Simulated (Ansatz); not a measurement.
Task: a rigid scan of one bond angle of BH3O3, SMILES OB(O)O, with the Python package of Ansatz (0.2.0). Give the script and its output. Use (for the species named): CAM-B3LYP, def2-SVP basis, multiplicity 1.

```xyz
7

O    -1.1035    0.7988    0.3140
B    -0.0132   -0.0056    0.2357
O     0.5055   -0.4707    1.3917
O     0.5894   -0.3738   -0.9409
H    -1.4617    1.1207   -0.5113
H     1.2693   -1.0321    1.2635
H     0.2142   -0.0374   -1.7526
```

`run_bend.py`
```python
'''Bending curve of BH3O3.'''

from dataclasses import dataclass
import warnings

import ansatz as az
from ase import Atoms


@dataclass(frozen=True)
class Options:
    basis_set: str = 'def2-SVP'
    xc: str = 'CAM-B3LYP'
    fmax: float = 0.02


settings = Options()

warnings.simplefilter('ignore', az.DeckWarning)

atoms = Atoms(['O', 'B', 'O', 'O', 'H', 'H', 'H'], positions=[
    [-1.1035, 0.7988, 0.314],
    [-0.0132, -0.0056, 0.2357],
    [0.5055, -0.4707, 1.3917],
    [0.5894, -0.3738, -0.9409],
    [-1.4617, 1.1207, -0.5113],
    [1.2693, -1.0321, 1.2635],
    [0.2142, -0.0374, -1.7526],
])

# start the scan from a relaxed geometry
first = (
    az.Crystal.molecule_from_ase(atoms).calculation()
    .basis(gaussian=settings.basis_set)
    .functional(settings.xc)
    .relax(force_tolerance=settings.fmax, max_steps=80)
)
atoms.positions = first.run(threads=1, pin='off').report['positions_ang']

rows = []
for angle in [85, 95, 105, 115, 125, 140, 160]:
    bent = atoms.copy()
    bent.set_angle(1, 3, 6, angle, indices=[6])
    base = (
        az.Crystal.molecule_from_ase(bent).calculation()
        .basis(gaussian=settings.basis_set)
        .functional(settings.xc)
    )
    rows.append((angle, base.run(threads=1, pin='off').report['free_energy_ev']))
floor = min(e for _, e in rows)
for angle, e in rows:
    print(f'angle B1-O3-H6 = {angle:3d} deg   {1000 * (e - floor):9.1f} meV')
```

Running `python run_bend.py` prints:
```text
angle B1-O3-H6 =  85 deg       579.2 meV
angle B1-O3-H6 =  95 deg       244.6 meV
angle B1-O3-H6 = 105 deg        61.1 meV
angle B1-O3-H6 = 115 deg         0.0 meV
angle B1-O3-H6 = 125 deg        31.5 meV
angle B1-O3-H6 = 140 deg       185.9 meV
angle B1-O3-H6 = 160 deg       438.0 meV
```

The scan is rigid, and the energies are electronic, in a modest basis. The zero is the lowest point of the grid, which needn't be the minimum. Run time: 20 s on 1 thread of Arm Neoverse V2, on a shared host, peak memory 0.21 GiB.

(Lines on the test bed's own set-up are left out of the output.)
